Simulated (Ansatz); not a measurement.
# C2H3BrO: basis-set convergence

An exercise on one series of results from a longer session: the logs are not shown, and one member is left open.

Method: one geometry, several basis sets; program: Ansatz 0.2.0, Gaussian basis.

The runs, in order: PBE0-D4/def2-SVP; ωB97M-V/def2-SVP; PBE0-D4/def2-QZVPP; ωB97M-V/def2-QZVPP; the functionals' def2-TZVPP values are taken from earlier runs.

## Structure used throughout

The geometry comes from an earlier relaxation with PBE0-D4 in a triple-zeta def2 set; it is a stationary point, not always the lowest conformer.

SMILES `BrC1CO1`, 7 atoms, charge 0, spin multiplicity 1.

Atoms are counted from 1 here; the program's logs count them from 0.

Bond lengths: Br1–C2 1.922 Å, C2–C3 1.452 Å, C2–O4 1.381 Å, C2–H5 1.084 Å, C3–O4 1.431 Å, C3–H6 1.085 Å, C3–H7 1.086 Å. Angles: Br1–C2–C3 120.1°, Br1–C2–O4 117.3°, Br1–C2–H5 110.1°, C3–C2–O4 60.7°, C3–C2–H5 123.1°, O4–C2–H5 117.2°, C2–C3–O4 57.2°, C2–C3–H6 118.5°, C2–C3–H7 119.9°, O4–C3–H6 115.0°, O4–C3–H7 115.2°, H6–C3–H7 116.8°, C2–O4–C3 62.1°.

Set-up of the first run:

in.yaml reads:

```yaml
crystal:
  periodic: [false, false, false]
  atoms:
    - {symbol: Br, position_ang: [1.345694, -0.896659, -1.581266]}
    - {symbol: C, position_ang: [-0.150179, -0.459869, -0.456728]}
    - {symbol: C, position_ang: [0.018221, 0.455853, 0.656881]}
    - {symbol: O, position_ang: [-0.661116, 0.819762, -0.549422]}
    - {symbol: H, position_ang: [-0.860995, -1.278575, -0.448071]}
    - {symbol: H, position_ang: [0.985503, 0.927272, 0.798503]}
    - {symbol: H, position_ang: [-0.615727, 0.364216, 1.534302]}
basis:
  gaussian: {orbitals: def2-SVP}
hamiltonian: {xc: pbe0, dispersion: d4}
output: {orbitals: {seedname: orbitals}}
```

Steps of the session up to this table: PBE0-D4 in def2-SVP; ωB97M-V in def2-SVP; PBE0-D4 in def2-QZVPP; ωB97M-V in def2-QZVPP.

One table of the session follows, with a row left open; its other results are not shown here.

It belongs to the step «Density functionals: the series». 

```
functional       basis  HOMO (eV)  LUMO (eV)
   PBE0-D4    def2-SVP      -7.90       0.31
   PBE0-D4  def2-TZVPP      -8.02      -0.01
   PBE0-D4  def2-QZVPP      -8.05      -0.16
   ωB97M-V    def2-SVP     -10.14       2.51
   ωB97M-V  def2-TZVPP     -10.28       2.05
   ωB97M-V  def2-QZVPP          ?          ?
```

Estimate the missing values for ωB97M-V, def2-QZVPP.

As computed: HOMO (eV): -10.30; LUMO (eV): 1.68. In the column «HOMO (eV)» it is the lowest.
